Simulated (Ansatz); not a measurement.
# EuAl2Ga2: the cost of one run

Method: DFT LDA+U, scalar-relativistic, plane waves, PAW, in Ansatz 0.2.0.

### Step 1. The structure to begin with

The structure is tetragonal, space group I4/mmm (No. 139). Conventional cell: a = 4.360 Å, b = 4.360 Å, c = 11.000 Å, α = 90.00°, β = 90.00°, γ = 90.00°. Eu (site symmetry 4/mmm) is surrounded by 8 Al at 3.33 Å and 8 Ga at 3.51 Å. Ga (site symmetry -4m2) has 4 Al at 2.64 Å as nearest neighbours. Al (site symmetry 4mm) has 1 Al at 2.53 Å and 4 Ga at 2.64 Å as nearest neighbours.

Coordinates:

```xyz
5
Lattice="-2.1800 2.1800 5.5000 2.1800 -2.1800 5.5000 2.1800 2.1800 -5.5000" Properties=species:S:1:pos:R:3 pbc="T T T"
Eu    0.0000    0.0000    0.0000
Ga    0.0000    2.1800    2.7500
Ga    2.1800    0.0000    2.7500
Al    0.0000    0.0000    4.2350
Al    0.0000    0.0000    6.7650
```

### Step 2. Relaxing cell and atoms: EuAl2Ga2, moments +

Contents of input.yaml:

```yaml
crystal:
  lattice:
    - [-2.18, 2.18, 5.5]
    - [2.18, -2.18, 5.5]
    - [2.18, 2.18, -5.5]
  atoms:
    - { symbol: Eu, position: [0.0, 0.0, 0.0], spin: 7.0 }
    - { symbol: Ga, position: [0.75, 0.25, 0.5] }
    - { symbol: Ga, position: [0.25, 0.75, 0.5] }
    - { symbol: Al, position: [0.385, 0.385, 0.0] }
    - { symbol: Al, position: [0.615, 0.615, 0.0] }
magnetization:
  spin_polarized: true
scf:
  occupations: { method: gaussian, width: 0.05 }
output:
  forces: true
  stress: true
  eigenvalues: true
  populations: true
  write_density: true
  write_potential: true
  elf: true
  volumetric_format: npy
kpoints:
  mp_grid: { grid: [14, 14, 14] }
hamiltonian:
  xc: lda
  hubbard: [{ species: Eu, l: f, u_eff: 6 }]
relax:
  f_tol: 0.005
  max_steps: 60
  cell: { stress_tol: 0.03 }
```

Command:

```
$ ansatz run input.yaml --threads 4 --pin off --max-ram 8192MiB --backend cpu --events-out ev --progress --plain --runs-dir out
```

What time and memory should one allow on 4 threads of Arm Neoverse V2, shared host?

About 3.6 min, with a peak of 2.1 GiB.
